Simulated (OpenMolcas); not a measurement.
# Hf²⁺ among point charges: CASSCF levels and susceptibility

Aim: the splitting of the states of Hf²⁺ in the field of 5 point charges, its lowest levels with spin-orbit coupling and its magnetic susceptibility.

Method: state-averaged CASSCF, spin-orbit coupling by RASSI with atomic mean-field integrals. Code: OpenMolcas 26.06.

1 further run of the same task is left out (it didn't finish).

### Step 1. What is computed

| Quantity | Value |
| --- | --- |
| Species | Hf²⁺ (hafnium, Z = 72, 70 electrons) |
| Basis | ANO-RCC-VDZP [7s6p4d2f1g], 68 functions |
| Scalar Hamiltonian | DKH2, point nucleus |
| Inactive shells | 1s 2s 2p 3s 3p 3d 4s 4p 4d 4f 5s 5p |
| Active space | 2 electrons in 5 orbitals (5d) |
| Some configurations of this space | 5d² |
| Orbitals | optimised for each spin and parity, averaged over all roots |

Outer shells as boxes (Hund's rule):

5d2
```
5d [↑ ][↑ ][  ][  ][  ]
```

The ion sits among 5 point charges of -1 e arranged as a trigonal bipyramid (D3h), 2.17 Å from the ion, with the axial distance 2.257 Å. The active orbitals were held to one l.

The work runs as a chain of OpenMolcas steps in one folder; each step below is one input file. Labels, J, g values, rates, χT and fits are worked out afterwards by a script from the matrices that RASSI stores.

### Step 2. GATEWAY and SEWARD: basis and integrals

Input file a.inp:

```
&GATEWAY
Coord
1

Hf 0.0 0.0 0.0
Basis=ANO-RCC-VDZP
Group=NoSym
NoMove
AngMom=0.0 0.0 0.0
AMFI
XField
5 Angstrom 0
2.170000 0.000000 0.000000 -1.000000
-1.085000 1.879275 0.000000 -1.000000
-1.085000 -1.879275 0.000000 -1.000000
0.000000 0.000000 2.256800 -1.000000
0.000000 0.000000 -2.256800 -1.000000
&SEWARD
```

Run with:

```sh
$ OMP_NUM_THREADS=1 MOLCAS_MEM=1689 MOLCAS_PROJECT=a pymolcas a.inp > a.log
```

The program printed:

```text
Basis set label: HF.ANO-RCC...7S6P4D2F1G.

      Electronic valence basis set:
      ------------------
      Associated Effective Charge  72.000000 au
      Associated Actual Charge     72.000000 au
      Nuclear Model: Point charge

      Shell  nPrim  nBasis  Cartesian Spherical Contaminant
         s      24       7        X
         p      21       6        X
         d      15       4                 X
         f      11       2                 X
         g       4       1                 X
                  Relativistic Douglas-Kroll-Hess integrals:
                    - DKH order of Hamiltonian: 2
                    - DKH order of Properties : 0
                  Atomic mean-field integrals
```

### Step 3. Reference wave functions, triplets, 10 roots

Input file a.inp:

```
&RASSCF
FileOrb=start.orb
Symmetry=1
Spin=3
nActEl=2 0 0
Inactive=34
Ras2=5
CIRoot=10 10 1
SDav=10
CIMx=300
Iter=120 100
PrWF=0.3
OrbListing=Nothing
MaxOrb=0
SupSym
1
20 10 11 12 13 14 19 20 21 22 23 35 36 37 38 39 48 49 50 51 52
>>> COPY $Project.JobIph JOB001
```

start.orb holds the contracted functions of the basis, ordered by shell, or the orbitals of the step before.

The program printed, cut to the lines that bear on the results:

```text
[...]
      Number of active orbitals                  5
[...]
      Spin quantum number                      1.0
[...]
      Active orbitals                            5
[...]
      Number of CSFs                            10
      Number of root(s) required                10
[...]
      Convergence after  9 iterations
[...]
      Natural orbitals and occupation numbers for root  1
      sym 1:   0.057519   0.942481  -0.000000   0.942481   0.057519
      Natural orbitals and occupation numbers for root  2
      sym 1:   0.500000   0.500000   0.000000   0.500000   0.500000
      Natural orbitals and occupation numbers for root  3
      sym 1:   0.500000   0.500000   0.000000   0.500000   0.500000
::    RASSCF root number  1 Total energy: -15065.75040320
::    RASSCF root number  2 Total energy: -15065.73706279
::    RASSCF root number  3 Total energy: -15065.73706279
[...]
::    RASSCF root number  7 Total energy: -15065.68014432
::    RASSCF root number  8 Total energy: -15065.68014432
::    RASSCF root number  9 Total energy: -15065.66792779
::    RASSCF root number 10 Total energy: -15065.66792779
```

### Step 4. CASSCF: singlets, 15 roots

Input file a.inp:

```
&RASSCF
FileOrb=start.orb
Symmetry=1
Spin=1
nActEl=2 0 0
Inactive=34
Ras2=5
CIRoot=15 15 1
SDav=15
CIMx=300
Iter=120 100
PrWF=0.3
OrbListing=Nothing
MaxOrb=0
SupSym
1
20 10 11 12 13 14 19 20 21 22 23 35 36 37 38 39 48 49 50 51 52
>>> COPY $Project.JobIph JOB002
```

The program printed, cut to the lines that bear on the results:

```text
[...]
      Number of active orbitals                  5
[...]
      Spin quantum number                      0.0
[...]
      Active orbitals                            5
[...]
      Number of CSFs                            15
      Number of root(s) required                15
[...]
      Convergence after  8 iterations
[...]
      Natural orbitals and occupation numbers for root  1
      sym 1:  -0.000000   0.986408   0.013592   0.986408   0.013592
      Natural orbitals and occupation numbers for root  2
      sym 1:   0.013592   0.986408   0.013592   0.986408   0.000000
      Natural orbitals and occupation numbers for root  3
      sym 1:   0.506604   0.493396  -0.000000   0.493396   0.506604
::    RASSCF root number  1 Total energy: -15065.71345374
::    RASSCF root number  2 Total energy: -15065.71345374
::    RASSCF root number  3 Total energy: -15065.70304498
[...]
::    RASSCF root number 12 Total energy: -15065.64384081
::    RASSCF root number 13 Total energy: -15065.63789586
::    RASSCF root number 14 Total energy: -15065.63789585
::    RASSCF root number 15 Total energy: -15065.55936281
```

### Step 5. RASSI: spin-orbit coupling between the states

Input file a.inp:

```
&RASSI
NrOfJobIphs=2 10 15
1 2 3 4 5 6 7 8 9 10
1 2 3 4 5 6 7 8 9 10 11 12 13 14 15
IphNames
JOB001
JOB002
EJob
SpinOrbit
DIPRint=1.0
SOCoupling=1000.0
Subsets=2
Property=9
'ANGMOM' 1 'ANGMOM' 2 'ANGMOM' 3 'MLTPL  1' 1 'MLTPL  1' 2 'MLTPL  1' 3
'AMFI' 1 'AMFI' 2 'AMFI' 3
SOProperty=3
'ANGMOM' 1 'ANGMOM' 2 'ANGMOM' 3
```

Run with:

```sh
$ OMP_NUM_THREADS=1 MOLCAS_MEM=1689 MOLCAS_PROJECT=a pymolcas a.inp > a.log
```

The program printed, cut to the lines that bear on the results:

```text
SPIN-FREE ENERGIES:
  (Shifted by EMIN (a.u.) =     -15065.7504031978)
 SF State       Relative EMIN(au)   Rel lowest level(eV)    D:o, cm**(-1)      L_eff
     1             0.0000000000        0.0000000000              0.0000         2.9
     2             0.0133404122        0.3630111102           2927.8821         3.0
     3             0.0133404122        0.3630111102           2927.8821         3.0
     4             0.0219735730        0.5979313830           4822.6418         2.8
     5             0.0219735735        0.5979313967           4822.6420         2.8
    11             0.0369494555        1.0054459039           8109.4681         3.0
    12             0.0369494555        1.0054459039           8109.4681         3.0
    13             0.0473582152        1.2886826857          10393.9268         2.2
    14             0.0473582152        1.2886826857          10393.9268         2.2
    15             0.0490153033        1.3337743510          10757.6156         2.9
[...]
Eigenvalues of complex Hamiltonian:
   -----------------------------------
  (Shifted by EMIN (a.u.) =     -15065.7504031978)
 SO State       Relative EMIN(au)   Rel lowest level(eV)    D:o, cm**(-1)     J-value
     1            -0.0067965465        0.0000000000              0.0000         2.4
     2            -0.0041231064        0.0727480107            586.7523         2.6
     3            -0.0041231065        0.0727480081            586.7523         2.6
     4            -0.0002125936        0.1791584837           1445.0106         1.4
     5            -0.0002125933        0.1791584938           1445.0107         1.4
     6             0.0124393328        0.5234349401           4221.7875         1.7
     7             0.0124393328        0.5234349401           4221.7875         1.7
     8             0.0179839316        0.6743111609           5438.6863         2.8
     9             0.0199806403        0.7286443728           5876.9132         3.1
    10             0.0199806406        0.7286443813           5876.9133         3.1
    11             0.0216053453        0.7728548478           6233.4947         3.3
[...]
```

Time for these steps: 6.4 s (1 thread of Arm Neoverse V2, shared host).

Spin-free states, with their symmetry labels:

```csv
state,degeneracy,E (cm-1),free-ion L (%)
3A2,1,0,F (95)
triplet,2,2928,F (100)
3E,2,4823,F (88)
1E,2,8109,D (54)
1E,2,10394,D (93)
1A1,1,10758,D (55)
singlet,2,13845,G (100)
3A2,1,14290,P (95)
3E,2,15420,F (100)
1E,2,17782,G (100)
3E,2,18101,P (88)
1E,2,22311,G (93)
1A1,1,23388,D (37)
1E,2,24693,G (54)
1A1,1,41929,S (63)
```

With spin-orbit coupling:

| E (cm-1) | Degeneracy | Label | 2S+1 | g |
| --- | --- | --- | --- | --- |
| 0.0 | 1 | A1 | 3 |  |
| 586.8 | 2 | E | 3 | 0.00 0.00 3.69 |
| 1445 | 2 | E | 3 | 0.00 0.00 2.13 |
| 4222 | 2 |  | 3 | 0.00 0.00 6.02 |
| 5439 | 1 | A2 | 3 |  |
| 5877 | 2 | E | 3 | 0.00 0.00 2.21 |
| 6233 | 1 | A1 | 3 |  |
| 6608 | 2 | E | 3 | 0.00 0.00 9.98 |
| 6774 | 2 | E | 3 | 0.00 0.00 5.87 |
| 9671 | 2 | E | 1 | 0.00 0.00 4.05 |
| 11716 | 1 | A1 | 1 |  |
| 11829 | 2 | E | 1 | 0.00 0.00 2.14 |
| 14794 | 2 |  | 1 | 0.00 0.00 6.27 |
| 15239 | 1 | A1 | 3 |  |
| 15677 | 2 | E | 3 | 0.00 0.00 0.52 |
| 16193 | 2 | E | 3 | 0.00 0.00 3.42 |
| 16915 | 2 | E | 3 | 0.00 0.00 4.10 |
| 18836 | 1 | A2 | 3 |  |
| 19285 | 2 |  | 3 | 0.00 0.00 7.72 |
| 19386 | 1 | A1 | 3 |  |
| 19458 | 2 | E | 1 | 0.00 0.00 8.03 |
| 19851 | 2 | E | 3 | 0.00 0.00 2.04 |
| 20679 | 2 | E | 3 | 0.00 0.00 5.79 |
| 24135 | 2 | E | 1 | 0.00 0.00 1.98 |

Labels of spin-orbit levels are those of the rotation subgroup (D3 for D3h). Principal g values are given for doublets only; a zero marks a field direction without first-order Zeeman splitting.

Powder χT (cm³ K/mol): 0.00 at 2 K, 0.00 at 5 K, 0.00 at 10 K, 0.01 at 20 K, 0.02 at 50 K, 0.03 at 100 K, 0.05 at 150 K, 0.08 at 200 K, 0.11 at 250 K, 0.14 at 300 K.

Orbitals of the lowest block (energies include the constant potential of the surroundings):

```csv
shell,space,energy (hartree),mean occupation,⟨r²⟩ (bohr²)
1s,inactive,-2409.0052,2.000,0.000463
2s,inactive,-416.7506,2.000,0.00755
2p,inactive,-367.1035,6.000,0.00621
3s,inactive,-96.6752,2.000,0.0495
3p,inactive,-81.4681,6.000,0.0500
3d,inactive,-62.8010,10.000,0.0419
4s,inactive,-20.1019,2.000,0.248
4p,inactive,-14.9934,6.000,0.281
4d,inactive,-8.1394,10.000,0.334
4f,inactive,-0.5298,14.000,0.555
5s,inactive,-2.3247,2.000,1.50
5p,inactive,-0.9911,6.000,2.05
5d,RAS2,,2.000,6.56
```

### Step 6. Results

| quantity | value |
| --- | --- |
| method | CASSCF |
| spin-free ground state | 3A2, 1-fold in its orbital part |
| first state of the same spin within the active space | triplet at 2930 cm⁻¹ |
| lowest level | 1-fold A1 |
| next level | 586.8 cm⁻¹ |
| χT at 300 K | 0.14 cm³ K/mol |
| effective moment at 300 K | 1.05 μB |

In words: The spin-free ground state (3A2) comes to 95 % from free-ion F terms and keeps the highest spin of the shell. χT at 300 K is 0.14, against 1.00 cm³ K/mol for the spin alone, so spin-orbit coupling lowers it. The field of point charges can differ much from that of real complexes. Point charges carry no covalency, so the field is a model and not that of real ligands.
